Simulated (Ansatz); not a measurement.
# BFH₂SeSi: one species, many methods

One table from this session's results is given with a row withheld; the runs are named, their logs left out.

Computed with Ansatz 0.2.0, Gaussian basis. Level: functionals in def2-TZVPP, the program's frozen cores in correlated methods.

Levels to be run: LDA (SPW92), PBE-D4, revPBE-D4, BLYP-D4, r2SCAN-D4, B97M-V, PBE0-D4, B3LYP-D4, r2SCANh-D4, r2SCAN0-D4, HSE06-D4, BHLYP-D4, CAM-B3LYP-D4, LC-ωPBE, ωB97X-V, ωB97M-V, B2PLYP, PBE-QIDH; CCSD(T)/def2-SVP; CCSD(T)/def2-TZVPP; MP2/def2-QZVPP; extrapolation to the limit; RPA on PBE.

## Structure used throughout

The geometry comes from an earlier relaxation with PBE0-D4 in a triple-zeta def2 set; it is a stationary point.

6 atoms, charge 0, spin multiplicity 1.

Atoms are counted from 1 here; the program's logs count them from 0.

Bond lengths: F1–B2 1.308 Å, B2–Si3 1.938 Å, B2–Se4 1.923 Å, Si3–Se4 2.330 Å, Si3–H5 1.482 Å, Si3–H6 1.482 Å. Angles: F1–B2–Si3 151.7°, F1–B2–Se4 134.1°, Si3–B2–Se4 74.2°, B2–Si3–Se4 52.6°, B2–Si3–H5 123.8°, B2–Si3–H6 123.8°, Se4–Si3–H5 114.4°, Se4–Si3–H6 114.4°, H5–Si3–H6 111.3°, B2–Se4–Si3 53.2°.

Set-up of the first run:

Input file in.yaml:

```yaml
crystal:
  periodic: [false, false, false]
  atoms:
    - {symbol: F, position_ang: [0.326272, -2.351948, 0.512170]}
    - {symbol: B, position_ang: [-0.038798, -1.148900, 0.150843]}
    - {symbol: Si, position_ang: [0.279119, 0.757133, -0.001390]}
    - {symbol: Se, position_ang: [-1.604707, -0.423637, -0.698233]}
    - {symbol: H, position_ang: [1.054492, 1.378054, -1.101851]}
    - {symbol: H, position_ang: [0.025623, 1.725198, 1.092362]}
basis:
  gaussian: {orbitals: def2-TZVPP}
hamiltonian: {xc: lda}
output: {orbitals: {seedname: orbitals}}
```

The run is started by

```bash
$ ansatz run in.yaml --threads 2 --pin off --events-out ev --progress --plain --max-ram 4352MiB
```

Steps of the session up to this table: LDA; PBE-D4 (GGA); revPBE-D4 (GGA); BLYP-D4 (GGA); r2SCAN-D4 (meta-GGA); B97M-V (meta-GGA); PBE0-D4 (hybrid); B3LYP-D4 (hybrid); r2SCANh-D4 (hybrid); r2SCAN0-D4 (hybrid); HSE06-D4 (hybrid); BHLYP-D4 (hybrid); CAM-B3LYP-D4 (range-separated); LC-ωPBE (range-separated); ωB97X-V (range-separated); ωB97M-V (range-separated); B2PLYP (double hybrid); PBE-QIDH (double hybrid).

One of the session's tables, all rows but one given; the rest of the session is left out.

It belongs to the step «Frontier levels by functional». 

| functional | HOMO (eV) | LUMO (eV) | gap (eV) |
| --- | --- | --- | --- |
| LDA (SPW92) | -6.40 | -2.62 | 3.78 |
| PBE-D4 | -6.25 | -2.40 | 3.85 |
| revPBE-D4 | -6.20 | -2.31 | 3.88 |
| BLYP-D4 | -6.10 | -2.21 | 3.89 |
| r2SCAN-D4 | -6.49 | -2.21 | 4.28 |
| B97M-V | -6.52 | -2.20 | 4.32 |
| PBE0-D4 | -7.36 | -1.53 | 5.82 |
| B3LYP-D4 | -7.14 | -1.68 | 5.46 |
| r2SCANh-D4 | ? | ? | ? |
| r2SCAN0-D4 | -7.50 | -1.43 | 6.08 |
| HSE06-D4 | -6.97 | -1.91 | 5.05 |
| BHLYP-D4 | -8.32 | -0.49 | 7.83 |
| CAM-B3LYP-D4 | -8.59 | -0.37 | 8.21 |
| LC-ωPBE | -9.85 | 0.69 | 10.54 |
| ωB97X-V | -9.53 | 0.64 | 10.17 |
| ωB97M-V | -9.36 | 0.49 | 9.85 |

Q: Estimate the row for r2SCANh-D4 from the others.

Worked estimate for «HOMO (eV)». Against the share of exact exchange, r2SCAN-D4 (0, -6.49), r2SCAN0-D4 (0.25, -7.50) give a slope of -4.04 per unit share; at 0.1 the line stands at -6.89.

**Answer.** HOMO (eV): -6.89; LUMO (eV): -1.89; gap (eV): 5.00. In «HOMO (eV)» the line misses by 0.00.
